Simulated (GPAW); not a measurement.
Crystal: Sn3Se.

```xyz
4
Lattice="4.7419 0.0000 0.0000 0.0000 4.7419 0.0000 0.0000 0.0000 4.7419" Properties=species:S:1:pos:R:3 pbc="T T T"
Sn    2.3709    2.3709    0.0000
Sn    2.3709    0.0000    2.3709
Sn    0.0000    2.3709    2.3709
Se    0.0000    0.0000    0.0000
```

The cell comes from a database or a generator and needn't be the stable form of this composition.

Base run:

* Program: GPAW 26.7.0
* Functional: LDA
* Potentials or basis: the program's PAW data sets (release 1.2.1) made for this functional
* Cutoff: 600 eV
* Basis: pw
* k mesh: 6 × 6 × 6
* Occupations: fermi-dirac, width 0.05 eV
* Spin: no spin polarisation

Its results: pressure -4.1 GPa.

**Question.** The run is repeated on the same cell with these changes: cutoff from 600 eV to 450 eV; k mesh from 6 × 6 × 6 to 5 × 5 × 5. What comes out?

**Answer.** Pressure -5.2 GPa.

Caveats: the cutoff is short for stress and forces, so pressures can be off by a GPa or more (some runs).

Not every run made on this cell is shown here.
